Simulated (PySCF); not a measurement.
# CH8AsNSi: the cost of one run

Programs: PySCF 2.14.0, with density-fitted response routines of our own. Each step states its level of theory. These are calculated values for one molecule in the gas phase, unless marked as measured. Atoms count from 0, in the outputs and in this text.

### 1 Starting geometry

12 atoms, charge 0, multiplicity 1; geometry from: GFN2-xTB. The atoms were then displaced at random by about 0.01 Å, so the start is not that level's minimum.

Bonds of the start (Å): C0–N1 1.42, N1–Si2 1.71, Si2–As3 2.37, C0–H4 1.10, C0–H5 1.12, C0–H6 1.09, N1–H7 0.99, Si2–H8 1.46, Si2–H9 1.47, As3–H10 1.47, As3–H11 1.49.

### 2 Geometry optimisation at PBE0-D3(BJ)/def2-SVP

Job settings and geometry (Å):

```
{"job": {"xc": "PBE0", "basis": "def2-SVP", "d3": "d3bj", "grid": 1, "shake": 0.01, "kind": "geom"}, "charge": 0, "multiplicity": 1}
C     -1.220990     1.089310     0.526480
N     -1.159690    -0.277940     0.144480
Si     0.259920    -0.993300    -0.497530
As     2.051790    -0.251360     0.859740
H     -2.041810     1.253370     1.243450
H     -1.435780     1.782430    -0.333180
H     -0.285470     1.412650     0.982440
H     -2.015290    -0.605410    -0.225290
H      0.015070    -2.426280    -0.342650
H      0.483610    -0.732100    -1.923230
H      2.994560    -1.143130     0.170820
H      2.393770     0.863480    -0.070430
```

On the command line:

```
> OMP_NUM_THREADS=1 python probes_run.py task.json out
```

One launch serves the whole session: the jobs run in the order shown.

**Question.** How long does this first job take on 1 thread of Arm Neoverse V1, shared host, and how much memory does it need?

About 2.7 min, with a peak of 0.51 GiB.
